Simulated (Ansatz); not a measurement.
Predict the output of the script below (Ansatz 0.2.0, Python API).

`relax_sn3bi.py`
```python
"""Relax the ions of Sn3Bi at fixed cell."""

import json

import ansatz as az
from ase import Atoms
from ase.data import atomic_numbers
from ase.neighborlist import neighbor_list
import numpy as np
import spglib

SMEARING = "Fermi-Dirac"
XC = "r2scan"
FORCE_TOL = 0.03


def main() -> None:
    vectors = np.array([
        [4.892745, 0.0, 0.0],
        [0.0, 4.892745, 0.0],
        [0.0, 0.0, 4.892745],
    ])
    system = (
        az.Lattice.of(vectors)
        .atom("Sn", (0.0, 0.5, 0.5))
        .atom("Sn", (0.5, 0.0, 0.5))
        .atom("Sn", (0.5, 0.5, 0.0))
        .atom("Bi", (0.0, 0.0, 0.0))
    )

    calculation = (
        system.calculation()
        .occupations(SMEARING)
        .functional(XC)
        .kpoints(4)
        .basis(19 * az.Ha)
        .relax(force_tolerance=FORCE_TOL, max_steps=100, random_displacement=True, displacement_amplitude=0.05, displacement_seed=569)
    )
    res = calculation.run(threads=1, events_out="sn3bi.ndjson")
    with open("sn3bi.ndjson") as stream:
        events = [json.loads(line) for line in stream]
    steps = [e["data"] for e in events if e["event"] == "relax_step"]
    report = res.report
    for s in steps:
        flag = "" if s["accepted"] else "  (rejected)"
        print("step %2d  E = %.5f eV  largest force component = %.4f eV/A%s" % (s["step"], s["lagrangian_ev"], s["allowed_force_max_ev_ang"], flag))

    first, last = steps[0], steps[-1]
    symbols = [site.symbol for site in res.lattice.sites]
    print(f"energy gained {first['lagrangian_ev'] - last['lagrangian_ev']:.4f} eV in {len(steps) - 1} steps")

    final = Atoms(symbols, positions=last["positions_ang"], cell=res.lattice.cell_ang, pbc=True)
    i, j, d = neighbor_list("ijd", final, 4.5)
    print("neighbours within 1.15 times the shortest distance of each atom (A)")
    for atom in range(len(final)):
        near = [m for m in np.argsort(d) if i[m] == atom]
        shell = [m for m in near if d[m] < 1.15 * d[near[0]]]
        print(f"{symbols[atom]}{atom} ({len(shell)}):", ", ".join(f"{symbols[j[m]]} {d[m]:.3f}" for m in shell))

    fractions = [site.position_frac for site in res.lattice.sites]
    numbers = [atomic_numbers[s] for s in symbols]
    for tolerance in (1e-3, 1e-2, 1e-1):
        print(f"space group at {tolerance} A:", spglib.get_spacegroup((res.lattice.cell_ang, fractions, numbers), symprec=tolerance))

    print(f"free energy      {report['free_energy_ev']:.5f} eV")
    print(f"per atom         {report['free_energy_ev'] / len(res.lattice.sites):.5f} eV")
    print(f"SCF iterations   {report['n_iterations']}  (converged: {report['converged']})")


if __name__ == "__main__":
    main()
```

Running `python relax_sn3bi.py` prints:
```text
step  1  E = -30525.94366 eV  largest force component = 0.1435 eV/A
step  2  E = -30525.96405 eV  largest force component = 0.2234 eV/A
step  3  E = -30526.05154 eV  largest force component = 0.3302 eV/A
step  4  E = -30526.13400 eV  largest force component = 0.3633 eV/A
step  5  E = -30526.22446 eV  largest force component = 0.3370 eV/A
step  6  E = -30526.27749 eV  largest force component = 0.2795 eV/A
step  7  E = -30526.29828 eV  largest force component = 0.2347 eV/A
step  8  E = -30526.31157 eV  largest force component = 0.0240 eV/A
step  9  E = -30526.31158 eV  largest force component = 0.0243 eV/A
energy gained 0.3679 eV in 8 steps
neighbours within 1.15 times the shortest distance of each atom (A)
Sn0 (8): Sn 3.062, Sn 3.069, Bi 3.121, Bi 3.122, Sn 3.451, Sn 3.453, Sn 3.467, Sn 3.468
Sn1 (4): Sn 3.057, Sn 3.059, Sn 3.062, Sn 3.069
Sn2 (8): Sn 3.057, Sn 3.059, Bi 3.124, Bi 3.134, Sn 3.451, Sn 3.453, Sn 3.467, Sn 3.468
Bi3 (4): Sn 3.121, Sn 3.122, Sn 3.124, Sn 3.134
space group at 0.001 A: P1 (1)
space group at 0.01 A: Pm (6)
space group at 0.1 A: P4mm (99)
free energy      -30526.31158 eV
per atom         -7631.57789 eV
SCF iterations   2  (converged: True)
```

Reading the output:
- Total energies depend on the potentials; only differences at equal settings carry meaning.
- The mesh is modest for a metal, so energies can be off by several to tens of meV an atom and pressures by half a GPa or more; differences at equal mesh fare better.
- Energies along a relaxation are free energies. A last row that repeats the one before re-solves the same geometry more tightly.
- The first row is the displaced cell, and groups found at tight tolerances show what the force threshold leaves of the kick.
- The cell relaxed to the group P4mm; tensors and edges are in the axes of the typed cell.
- Spin-orbit coupling, which matters for elements this heavy, is left out.
- The structure comes from a database of computed cells and needn't be a stable or known phase.
- The whole script took 9.3 min on 1 thread of Arm Neoverse N1 (shared host), peak memory 0.77 GiB.
